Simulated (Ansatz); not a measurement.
Working through a single point of Rb2NaSbCl6, space group Fm-3m

With Ansatz 0.2.0 through its Python package.

The cells in order, each with its output:

In [1]:
```python
import ansatz as az
import numpy as np
from pymatgen.core import Lattice, Structure
from pymatgen.io.ase import AseAtomsAdaptor

FUNCTIONAL = "lda"
KMESH = (2, 2, 2)
FILLING = "fixed"
SCF_TOL = 1e-05
MAX_ITERATIONS = 100
N_EMPTY = 6
```

In [2]:
```python
pmg_structure = Structure(
    Lattice([[0.0, 5.424014, 5.424014], [5.424014, 0.0, 5.424014], [5.424014, 5.424014, 0.0]]),
    ["Rb", "Rb", "Na", "Sb", "Cl", "Cl", "Cl", "Cl", "Cl", "Cl"],
    [
        [0.75, 0.75, 0.75],
        [0.25, 0.25, 0.25],
        [0.5, 0.5, 0.5],
        [0.0, 0.0, 0.0],
        [0.754937, 0.245063, 0.245063],
        [0.245063, 0.245063, 0.754937],
        [0.245063, 0.754937, 0.754937],
        [0.245063, 0.754937, 0.245063],
        [0.754937, 0.245063, 0.754937],
        [0.754937, 0.754937, 0.245063],
    ],
)
rb2nasbcl6 = az.Crystal.from_ase(AseAtomsAdaptor.get_atoms(pmg_structure))
```

In [3]:
```python
base = (
    rb2nasbcl6.calculation()
    .functional(FUNCTIONAL)
    .accuracy("medium")
    .kpoints(*KMESH)
    .occupations(FILLING)
    .scf(tolerance=SCF_TOL, max_iterations=MAX_ITERATIONS, extra_bands=N_EMPTY)
    .band_table()
    .cutoff_correction(756)
    .potential()
)
planned = base.session().plan(threads=1)
facts = planned.describe()
print("plan:", facts["n_bands"], "bands,", len(facts["kpoints_frac"]), "k-points, plane waves", facts["n_pw_range"], "grid", facts["fft_dense"])
res = planned.execute()
r = res.report
```
```text
DeckWarning: basis.ecutwfc = 420 eV, auto-derived from the records' recommended cutoffs: set by Rb (normal level)
plan: 48 bands, 3 k-points, plane waves [6218, 6231] grid [54, 54, 54]
```

In [4]:
```python
res.unlabelled_reasons
```
Out [4]:
```text
['no_forces']
```

In [5]:
```python
r["published_state_doubts"]
```
Out [5]:
```text
[]
```

In [6]:
```python
print("%-22s %14.5f eV" % ("F = E - TS", r["free_energy_ev"]))
print("%-22s %14.5f eV" % ("E", r["internal_energy_ev"]))
print("%-22s %14.5f eV" % ("Harris-Foulkes", r["harris_foulkes_ev"]))
print("%-22s %14.5f eV" % ("Fermi level", r["fermi_energy_ev"]))
```
```text
F = E - TS               -20422.94722 eV
E                        -20422.94722 eV
Harris-Foulkes           -20422.94722 eV
Fermi level                   1.86682 eV
```

In [7]:
```python
table = np.array(r["eigenvalues_ev"]) - r["fermi_energy_ev"]
filling = np.array(r["occupations"])
weights = np.tile(r["kweights"], len(table) // len(r["kweights"]))
print("band   lowest  highest (eV from E_F)  electrons")
for band in range(table.shape[1]):
    if table[:, band].max() > -8:
        print(f"{band + 1:4d} {table[:, band].min():8.3f} {table[:, band].max():8.3f} {weights @ filling[:, band]:18.4f}")
print("electrons counted from the table:", round(float(weights @ filling.sum(axis=1)), 5))
```
```text
band   lowest  highest (eV from E_F)  electrons
  25   -4.069   -3.684             2.0000
  26   -3.778   -3.512             2.0000
  27   -3.778   -3.512             2.0000
  28   -2.667   -2.294             2.0000
  29   -2.511   -2.251             2.0000
  30   -2.343   -1.990             2.0000
  31   -2.018   -1.783             2.0000
  32   -1.952   -1.783             2.0000
  33   -1.952   -1.416             2.0000
  34   -1.837   -1.416             2.0000
  35   -1.837   -1.416             2.0000
  36   -1.561   -1.253             2.0000
  37   -1.518   -1.253             2.0000
  38   -1.518   -1.224             2.0000
  39   -1.395   -0.975             2.0000
  40   -1.395   -0.901             2.0000
  41   -1.118   -0.901             2.0000
  42   -0.901    0.000             2.0000
  43    2.928    3.726             0.0000
  44    3.338    3.980             0.0000
  45    3.338    3.993             0.0000
  46    3.877    5.538             0.0000
  47    5.456    6.047             0.0000
  48    5.778    6.581             0.0000
electrons counted from the table: 84.0
```

In [8]:
```python
estimate = r.get("cutoff_correction")
if estimate:
    print("towards {} eV the energy would change by {:.2f} meV/atom".format(estimate["reference_ecutwfc_ev"], 1000 * estimate["energy_ev"] / len(res.lattice.sites)))
```
```text
towards 756.0 eV the energy would change by -0.49 meV/atom
```

In [9]:
```python
v = res.potential()
line = v.v_es_ev.mean(axis=(0, 1))
print("planar mean of the electrostatic potential along the third grid axis (eV):")
np.round(line[:: max(len(line) // 12, 1)], 3)
```
```text
planar mean of the electrostatic potential along the third grid axis (eV):
```
Out [9]:
```text
array([ 4.426,  4.297,  1.805, -3.358, -1.788,  4.416,  5.566,  5.262,
        5.572,  1.493, -3.677, -1.102,  3.728,  4.418])
```

In [10]:
```python
levels = np.array(r["eigenvalues_ev"])
filled = round(r["n_electrons"] / 2)
top, bottom = levels[:, filled - 1], levels[:, filled]
print("top of band", filled, "at k =", r["kpoints_frac"][top.argmax()], f"{top.max():.4f} eV")
print("bottom of band", filled + 1, "at k =", r["kpoints_frac"][bottom.argmin()], f"{bottom.min():.4f} eV")
print(f"gap by band count {bottom.min() - top.max():.3f} eV, least direct gap {(bottom - top).min():.3f} eV")
```
```text
top of band 42 at k = [0.0, -0.5, -0.5] 1.8668 eV
bottom of band 43 at k = [0.0, 0.0, -0.5] 4.7943 eV
gap by band count 2.928 eV, least direct gap 3.084 eV
```

Reading the output:
- These settings explore the input space; cutoff and mesh may be short of convergence.
- Semilocal gaps usually lie well under measured ones.
- The computed bands are complete only to about 5.8 eV above the Fermi level.
- With fixed filling the reported Fermi level is the top filled level among the k-points of the SCF.
- The k-point mesh is coarse, and energy and stress weren't tested for convergence.
- An absolute Fermi energy rests on an arbitrary zero of the periodic potential and has no direct meaning.
- This cell is a computed structure, which may not be the phase found in nature.
- Levels are Kohn-Sham eigenvalues on this mesh, without spin-orbit coupling.
- Warnings are shown shortened and without file and line.
- Timing: 4.2 s on 1 thread of AMD EPYC 7R43 64-Core Processor (Zen 3), on a shared host, peak memory 0.65 GiB.
